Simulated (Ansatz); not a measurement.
Run this with the Python package of Ansatz (0.2.0) and show what comes out.

`run_methods.py`:
```python
from pathlib import Path

import ansatz
import numpy as np

system = (
    ansatz.Crystal.molecule()
    .atom("N", [2.7757, 0.4014, -0.4842])
    .atom("C", [1.6773, 0.1974, -0.1632])
    .atom("Si", [-0.1241, -0.0886, 0.3381])
    .atom("O", [-0.6486, -1.6513, 0.1393])
    .atom("O", [-1.195, 0.8662, -0.504])
    .atom("H", [-0.2999, 0.2609, 1.7652])
    .atom("H", [-1.1183, -1.8081, -0.6943])
    .atom("H", [-1.0672, 1.8221, -0.3969])
)

job = system.calculation().basis(gaussian="cc-pVDZ")

print("functional    E (Ha)        dipole (D)   HOMO (eV)  LUMO (eV)")
for name in ["r2scan", "b3lyp", "blyp", "pbe", "hse06"]:
    data = job.functional(name).forces().orbitals().run(threads=1, backend="cpu", runs_dir="runs").report
    lines = Path(data["orbitals_path"]).read_text().splitlines()
    field_of = lambda key: [line.split("=")[1].strip() for line in lines if line.startswith(key)]
    orbitals = [(27.211386 * float(e), s, float(n)) for e, s, n in zip(field_of("Ene="), field_of("Spin="), field_of("Occup="))]
    homo = max(e for e, _, n in orbitals if n > 0.5)
    lumo = min(e for e, _, n in orbitals if n < 0.5)
    dipole = 4.803205 * np.linalg.norm(data["charge_distribution"]["dipole_moment_e_ang"])
    print(f"{name:10s} {data['free_energy_ev'] / 27.211386246:14.6f} {dipole:9.3f} {homo:11.3f} {lumo:10.3f}")
```

```console
$ python run_methods.py
functional    E (Ha)        dipole (D)   HOMO (eV)  LUMO (eV)
r2scan        -534.529550     2.912      -8.063     -1.546
b3lyp         -534.696313     2.844      -9.004     -0.957
blyp          -534.623481     2.841      -7.463     -1.515
pbe           -534.255864     2.873      -7.585     -1.702
hse06         -534.269384     2.872      -8.887     -1.171
```

Total energies depend on the basis set; only differences at equal settings carry meaning. The geometry is a force-field or estimated start, not a minimum of this method, and the basis set is short of its limit. A lower total doesn't mark the better method: functionals have no common bound, and MP2 and coupled cluster aren't variational. b3lyp holds the VWN-RPA fit, as in Gaussian; the form of ORCA and Turbomole is b3lyp5. Levels such as HOMO and LUMO are orbital energies: with these approximate functionals they aren't the ionisation energy and electron affinity, and their gap isn't the fundamental gap. For Al to Cl the sets with a tight d function, cc-pV(X+d)Z, are usual. hse06 follows the composition of plane-wave codes, whose totals differ by tens of mHa, up to about 0.1 Ha, from the form usual in Gaussian-basis programs (wpbeh). Run time: 20 s on 1 thread of Arm Neoverse V1, on a shared host, peak memory 0.25 GiB.
